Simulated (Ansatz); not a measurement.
# CH5Cl3Si2: one species, many methods

An exercise on one series of results from a longer session: the logs are not shown, and one member is left open.

The runs use Ansatz 0.2.0, Gaussian basis; functionals in def2-TZVPP, the program's frozen cores in correlated methods.

The runs, in order: LDA (SPW92), PBE-D4, revPBE-D4, BLYP-D4, r2SCAN-D4, B97M-V, PBE0-D4, B3LYP-D4, r2SCANh-D4, r2SCAN0-D4, HSE06-D4, BHLYP-D4, CAM-B3LYP-D4, LC-ωPBE, ωB97X-V, ωB97M-V, B2PLYP, PBE-QIDH; CCSD(T)/def2-SVP; CCSD(T)/def2-TZVPP; MP2/def2-QZVPP; extrapolation to the limit; RPA on PBE.

**The geometry**

All runs share one geometry, relaxed beforehand with PBE0-D4 in a triple-zeta def2 set.

SMILES `Cl[SiH2]C[SiH](Cl)Cl`, 11 atoms, charge 0, spin multiplicity 1.

Atoms are counted from 1 here; the program's logs count them from 0.

Bond lengths: Cl1–Si2 2.058 Å, Si2–C3 1.868 Å, Si2–H7 1.482 Å, Si2–H8 1.478 Å, C3–Si4 1.849 Å, C3–H9 1.094 Å, C3–H10 1.096 Å, Si4–Cl5 2.045 Å, Si4–Cl6 2.049 Å, Si4–H11 1.476 Å. Angles: Cl1–Si2–C3 109.2°, Cl1–Si2–H7 107.5°, Cl1–Si2–H8 107.8°, C3–Si2–H7 110.7°, C3–Si2–H8 111.1°, H7–Si2–H8 110.5°, Si2–C3–Si4 114.2°, Si2–C3–H9 109.1°, Si2–C3–H10 108.9°, Si4–C3–H9 109.4°, Si4–C3–H10 107.5°, H9–C3–H10 107.5°, C3–Si4–Cl5 110.6°, C3–Si4–Cl6 109.4°, C3–Si4–H11 112.5°, Cl5–Si4–Cl6 108.9°, Cl5–Si4–H11 107.8°, Cl6–Si4–H11 107.6°.

The first run:

Contents of in.yaml:

```yaml
crystal:
  periodic: [false, false, false]
  atoms:
    - {symbol: Cl, position_ang: [-3.133509, -0.727083, -0.815529]}
    - {symbol: Si, position_ang: [-1.097290, -0.506623, -1.017846]}
    - {symbol: C, position_ang: [-0.418404, 0.341155, 0.501383]}
    - {symbol: Si, position_ang: [1.411922, 0.180647, 0.705569]}
    - {symbol: Cl, position_ang: [2.082753, 1.418164, 2.189057]}
    - {symbol: Cl, position_ang: [2.339439, 0.687114, -1.050319]}
    - {symbol: H, position_ang: [-0.515668, -1.861985, -1.166438]}
    - {symbol: H, position_ang: [-0.848773, 0.299704, -2.231901]}
    - {symbol: H, position_ang: [-0.689212, 1.401111, 0.470039]}
    - {symbol: H, position_ang: [-0.888950, -0.093595, 1.390642]}
    - {symbol: H, position_ang: [1.823193, -1.195508, 1.045844]}
basis:
  gaussian: {orbitals: def2-TZVPP}
hamiltonian: {xc: lda}
output: {orbitals: {seedname: orbitals}}
```

Launch:

```console
ansatz run in.yaml --threads 2 --pin off --events-out ev --progress --plain --max-ram 32768MiB --backend cuda --devices 0, --max-vram 18GiB
```

Among the steps run: LDA; PBE-D4 (GGA); revPBE-D4 (GGA); BLYP-D4 (GGA); r2SCAN-D4 (meta-GGA); B97M-V (meta-GGA); B3LYP-D4 (hybrid); r2SCANh-D4 (hybrid); r2SCAN0-D4 (hybrid); HSE06-D4 (hybrid); BHLYP-D4 (hybrid); CAM-B3LYP-D4 (range-separated); LC-ωPBE (range-separated); ωB97X-V (range-separated); ωB97M-V (range-separated); B2PLYP (double hybrid); PBE-QIDH (double hybrid).

One table of the session follows, with a row left open; its other results are not shown here.

It belongs to the step «Orbital energies across the functionals». 

```
  functional  HOMO (eV)  gap (eV)
 LDA (SPW92)      -7.59      6.08
      PBE-D4      -7.47      6.26
   revPBE-D4      -7.42      6.34
     BLYP-D4      -7.32      6.30
   r2SCAN-D4      -7.81      6.94
      B97M-V      -7.92      7.01
     PBE0-D4      -8.80      8.48
    B3LYP-D4      -8.55      8.07
  r2SCANh-D4          ?         ?
  r2SCAN0-D4      -9.02      8.90
    HSE06-D4      -8.40      7.71
    BHLYP-D4     -10.00     10.72
CAM-B3LYP-D4     -10.13     10.93
     LC-ωPBE     -11.52     13.44
     ωB97X-V     -11.15     12.97
     ωB97M-V     -10.97     12.55
```

Q: Estimate the row for r2SCANh-D4 from the others.

Worked estimate for «HOMO (eV)». Against the share of exact exchange, r2SCAN-D4 (0, -7.81), r2SCAN0-D4 (0.25, -9.02) give a slope of -4.84 per unit share; at 0.1 the line stands at -8.29.

**Answer.** HOMO (eV): -8.29; gap (eV): 7.72. In «HOMO (eV)» the line misses by 0.00.
